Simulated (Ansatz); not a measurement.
# C2H4AlN: how energies converge with the basis set

The task here is to estimate one member of a computed series from the others.

Method: one geometry, several basis sets; program: Ansatz 0.2.0, Gaussian basis.

Levels to be run: PBE0-D4/def2-SVP; ωB97M-V/def2-SVP; PBE0-D4/def2-QZVPP; ωB97M-V/def2-QZVPP; the functionals' def2-TZVPP values are taken from earlier runs.

## The geometry

All runs share one geometry, relaxed beforehand with PBE0-D4 in a triple-zeta def2 set.

SMILES `C=C=[N][AlH2]`, 8 atoms, charge 0, spin multiplicity 1.

Atoms are counted from 1 here; the program's logs count them from 0.

Bond lengths: C1–C2 1.314 Å, C1–H5 1.081 Å, C1–H6 1.081 Å, C2–N3 1.196 Å, N3–Al4 1.768 Å, Al4–H7 1.576 Å, Al4–H8 1.576 Å. Angles: C2–C1–H5 120.1°, C2–C1–H6 120.1°, H5–C1–H6 119.9°, C1–C2–N3 180.0°, C2–N3–Al4 180.0°, N3–Al4–H7 116.8°, N3–Al4–H8 116.8°, H7–Al4–H8 126.4°.

Geometry (Å):

```mol
C2H4AlN
  3D, bonds by distance, orders not assigned

  8  7  0  0  0  0  0  0  0  0999 V2000
   -0.2157    2.0719    0.3674 C   0  0
   -0.0749    0.7861    0.1362 C   0  0
    0.0533   -0.3845   -0.0743 N   0  0
    0.2418   -2.1143   -0.3864 Al  0  0
   -0.5440    2.7313   -0.4234 H   0  0
   -0.0035    2.4721    1.3485 H   0  0
   -0.0897   -2.6140   -1.8434 H   0  0
    0.7251   -3.0059    0.8195 H   0  0
  1  2  8  0
  2  3  8  0
  3  4  8  0
  1  5  8  0
  1  6  8  0
  4  7  8  0
  4  8  8  0
M  END
```

The first run:

in.yaml reads:

```yaml
crystal:
  periodic: [false, false, false]
  atoms:
    - {symbol: C, position_ang: [-0.215734, 2.071919, 0.367363]}
    - {symbol: C, position_ang: [-0.074922, 0.786082, 0.136231]}
    - {symbol: N, position_ang: [0.053251, -0.384475, -0.074254]}
    - {symbol: Al, position_ang: [0.241834, -2.114336, -0.386352]}
    - {symbol: H, position_ang: [-0.544041, 2.731278, -0.423366]}
    - {symbol: H, position_ang: [-0.003523, 2.472131, 1.348470]}
    - {symbol: H, position_ang: [-0.089742, -2.613967, -1.843439]}
    - {symbol: H, position_ang: [0.725077, -3.005933, 0.819548]}
basis:
  gaussian: {orbitals: def2-SVP}
hamiltonian: {xc: pbe0, dispersion: d4}
output: {orbitals: {seedname: orbitals}}
```

Started as:

```
$ ansatz run in.yaml --threads 2 --pin off --events-out ev --progress --plain --max-ram 4352MiB
```

Among the steps run: PBE0-D4 in def2-SVP; ωB97M-V in def2-SVP; PBE0-D4 in def2-QZVPP; ωB97M-V in def2-QZVPP.

One table of the session follows, with a row left open; its other results are not shown here.

It belongs to the step «Density functionals: the series». 

| functional | basis | HOMO (eV) | LUMO (eV) |
| --- | --- | --- | --- |
| PBE0-D4 | def2-SVP | -6.19 | -1.30 |
| PBE0-D4 | def2-TZVPP | -6.26 | -1.39 |
| PBE0-D4 | def2-QZVPP | -6.27 | -1.43 |
| ωB97M-V | def2-SVP | ? | ? |
| ωB97M-V | def2-TZVPP | -8.35 | 0.21 |
| ωB97M-V | def2-QZVPP | -8.36 | 0.01 |

Q: Estimate the row for ωB97M-V, def2-SVP from the others.

As computed: HOMO (eV): -8.25; LUMO (eV): 0.38. In the column «HOMO (eV)» it lies between ωB97M-V, def2-TZVPP (-8.35) and PBE0-D4, def2-QZVPP (-6.27).
